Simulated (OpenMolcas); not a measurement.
# Pr³⁺ among point charges: CASSCF levels and susceptibility

How does a field of 8 point charges split the states of Pr³⁺, and what χT follows?

Method: state-averaged CASSCF, spin-orbit coupling by RASSI with atomic mean-field integrals. Code: OpenMolcas 26.06.

1 further run of the same task is left out (it didn't finish).

## Step 1: Starting point

* Species: Pr³⁺ (praseodymium, Z = 59, 56 electrons)
* Basis: ANO-RCC-VTZP [8s7p5d3f2g1h], 104 functions
* Scalar Hamiltonian: DKH2, point nucleus
* Inactive shells: 1s 2s 2p 3s 3p 3d 4s 4p 4d 5s 5p
* Active space: 2 electrons in 7 orbitals (4f)
* Some configurations of this space: 4f2
* Orbitals: optimised for the highest spin of each parity, averaged over all roots

The outer shells:

4f2
```
4f [↑ ][↑ ][  ][  ][  ][  ][  ]
```

The ion sits among 8 point charges of -1.5 e arranged as a hexagonal bipyramid (D6h), 2.23 Å from the ion, with the axial distance 2.208 Å. The active orbitals were held to one l.

Each step is its own input file, run in one work folder so that later steps find the files of earlier ones. Labels, J, g values, rates, χT and fits are worked out afterwards by a script from the matrices that RASSI stores. The input lists half of the charges; inversion (Group=XYZ) makes the rest.

## Step 2: Basis and integrals

Input file a.inp:

```
&GATEWAY
Coord
1

Pr 0.0 0.0 0.0
Basis=ANO-RCC-VTZP
Group=XYZ
NoMove
AngMom=0.0 0.0 0.0
AMFI
XField
4 Angstrom 0
2.230000 0.000000 0.000000 -1.500000
1.115000 1.931237 0.000000 -1.500000
1.115000 -1.931237 0.000000 -1.500000
0.000000 0.000000 2.207700 -1.500000
&SEWARD
```

Launch:

```bash
OMP_NUM_THREADS=1 MOLCAS_MEM=2252 MOLCAS_PROJECT=a pymolcas a.inp > a.log
```

## Step 3: Reference wave functions, triplets of even parity, 21 roots

Input file a.inp:

```
&RASSCF
FileOrb=start.orb
Symmetry=1
Spin=3
nActEl=2 0 0
Inactive=15 12
Ras2=0 7
CIRoot=21 21 1
SDav=21
CIMx=300
Iter=120 100
PrWF=0.3
OrbListing=Nothing
MaxOrb=0
SupSym
0
1
21 13 14 15 16 17 18 19 29 30 31 32 33 34 35 36 37 38 39 40 41 42
>>> COPY $Project.JobIph JOB001
```

start.orb holds the contracted functions of the basis, ordered by shell, or the orbitals of the step before.

## Step 4: CASSCF: singlets of even parity, 28 roots

Input file a.inp:

```
&RASSCF
FileOrb=start.orb
Symmetry=1
Spin=1
nActEl=2 0 0
Inactive=15 12
Ras2=0 7
CIRoot=28 28 1
SDav=28
CIMx=300
Iter=120 100
PrWF=0.3
OrbListing=Nothing
MaxOrb=0
CIOnly
SupSym
0
1
21 13 14 15 16 17 18 19 29 30 31 32 33 34 35 36 37 38 39 40 41 42
>>> COPY $Project.JobIph JOB002
```

## Step 5: RASSI: spin-orbit coupling between the states

Input file a.inp:

```
&RASSI
NrOfJobIphs=2 21 27
1 2 3 4 5 6 7 8 9 10 11 12 13 14 15 16 17 18 19 20 21
1 2 3 4 5 6 7 8 9 10 11 12 13 14 15 16 17 18 19 20 21 22 23 24 25 26 27
IphNames
JOB001
JOB002
EJob
SpinOrbit
DIPRint=1.0
SOCoupling=1000.0
Subsets=2
Property=9
'ANGMOM' 1 'ANGMOM' 2 'ANGMOM' 3 'MLTPL  1' 1 'MLTPL  1' 2 'MLTPL  1' 3
'AMFI' 1 'AMFI' 2 'AMFI' 3
SOProperty=3
'ANGMOM' 1 'ANGMOM' 2 'ANGMOM' 3
```

What does the calculation give? Wanted: spin-free ground state; first state of the same spin within the active space; lowest level; next level.

**Answer**, as computed:

| quantity | value |
| --- | --- |
| method | CASSCF |
| spin-free ground state | triplet, 1-fold in its orbital part |
| first state of the same spin within the active space | triplet at 206 cm⁻¹ |
| lowest level | 1-fold |
| next level | 231.8 cm⁻¹ |
| χT at 300 K | 1.34 cm³ K/mol |
| effective moment at 300 K | 3.27 μB |

In words: The spin-free ground state (triplet) comes to 100 % from free-ion H terms and keeps the highest spin of the shell. The singlets rest on orbitals optimised for another spin in at least one step, which raises them against the optimised states. Not all states of the active space went into the spin-orbit step. This is an electrostatic model: the charges have no orbitals.
